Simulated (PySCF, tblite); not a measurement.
# C₅H₁₃NSi₂: geometry, infrared bands and NMR shifts

What infrared bands and NMR shifts should C₅H₁₃NSi₂ (`CN[C@@H]1C=CC[SiH2][SiH2]1`) show?

Programs: tblite 0.8.0 and PySCF 2.14.0, with density-fitted response routines of our own. Each step states its level of theory. These are calculated values for one molecule in the gas phase, unless marked as measured. Atoms count from 0, in the outputs and in this text.

### Step 1. The molecule as given

21 atoms, charge 0, multiplicity 1; geometry from: force field or distance geometry start.

Bonds of the start (Å): C0–N1 1.44, N1–C2 1.43, C2–C3 1.47, C3–C4 1.33, C4–C5 1.49, C5–Si6 1.90, Si6–Si7 2.26, Si7–C2 1.90, C0–H8 1.12, C0–H9 1.12, C0–H10 1.10, N1–H11 1.04, C2–H12 1.09, C3–H13 1.10, C4–H14 1.08, C5–H15 1.08, C5–H16 1.10, Si6–H17 1.45, Si6–H18 1.44, Si7–H19 1.45, Si7–H20 1.46.

### Step 2. Relaxing the molecule with GFN2-xTB

Job settings and geometry (Å):

```
{"job": {"kind": "relax", "xc": "GFN2-xTB", "basis": "xTB"}, "charge": 0, "multiplicity": 1}
C     -2.737100     0.414000    -0.817500
N     -2.088100    -0.259600     0.271500
C     -0.675000    -0.271500     0.030500
C     -0.001700    -0.955600     1.138000
C      1.280200    -1.294600     1.153900
C      2.151300    -0.979700    -0.017000
Si     2.244600     0.889900    -0.319100
Si     0.082700     1.469300    -0.006700
H     -2.538800    -0.206500    -1.733500
H     -3.839700     0.479300    -0.612100
H     -2.275500     1.410700    -0.916000
H     -2.442800    -1.231000     0.420300
H     -0.456400    -0.703500    -0.941900
H     -0.612400    -1.209800     2.014700
H      1.727100    -1.794600     1.999500
H      1.850500    -1.492100    -0.920000
H      3.168300    -1.280800     0.260000
H      3.102500     1.561700     0.640400
H      2.556000     1.121100    -1.706400
H     -0.390000     2.165500    -1.186800
H     -0.114700     2.184500     1.247800
```

Launch:

```console
$ OMP_NUM_THREADS=1 python probes_run.py task.json out
```

The driver reads the jobs from task.json and runs them one after another.

**Question.** This job is followed by: GFN2-xTB harmonic vibrations, gas phase; GIAO PBE0/pcSseg-1 NMR shielding, non-relativistic, gas phase. What will the session give for the following? strongest single infrared mode (GFN2-xTB); zero-point energy (GFN2-xTB); 13C shifts against TMS (PBE0/pcSseg-1); 1H shifts against TMS (PBE0/pcSseg-1, means over atoms taken as alike); 15N shifts against NH3 (PBE0/pcSseg-1); 29Si shifts against TMS (PBE0/pcSseg-1).

As calculated:

| quantity | value |
| --- | --- |
| strongest single infrared mode (GFN2-xTB) | 2185 cm⁻¹, 457 km/mol |
| zero-point energy (GFN2-xTB) | 102.3 kcal/mol |
| 13C shifts against TMS (PBE0/pcSseg-1) | 141.0, 132.4, 53.9, 39.6, 12.0 ppm |
| 1H shifts against TMS (PBE0/pcSseg-1, means over atoms taken as alike) | 6.07, 5.93, 4.18, 3.95, 3.69, 3.49, 2.87, 2.77, 2.09, 1.23, 0.63 ppm |
| 15N shifts against NH3 (PBE0/pcSseg-1) | 52.9 ppm |
| 29Si shifts against TMS (PBE0/pcSseg-1) | -81.2, -81.8 ppm |

What this shows: Over 98 steps the energy fell by 0.540 eV; of the close pairs, Si6–Si7 changed most, 2.260 to 2.312 Å. All 57 modes are real, so the xTB geometry is a minimum. The strongest single mode, at 2185 cm⁻¹, moves mainly H18. GFN2-xTB is a fitted tight-binding method: band positions and strengths are rough. Its intensities can rank the bands wrongly. At PBE0/pcSseg-1: Shielding is most anisotropic at C4 (span 215 ppm, paramagnetic term -202 ppm).
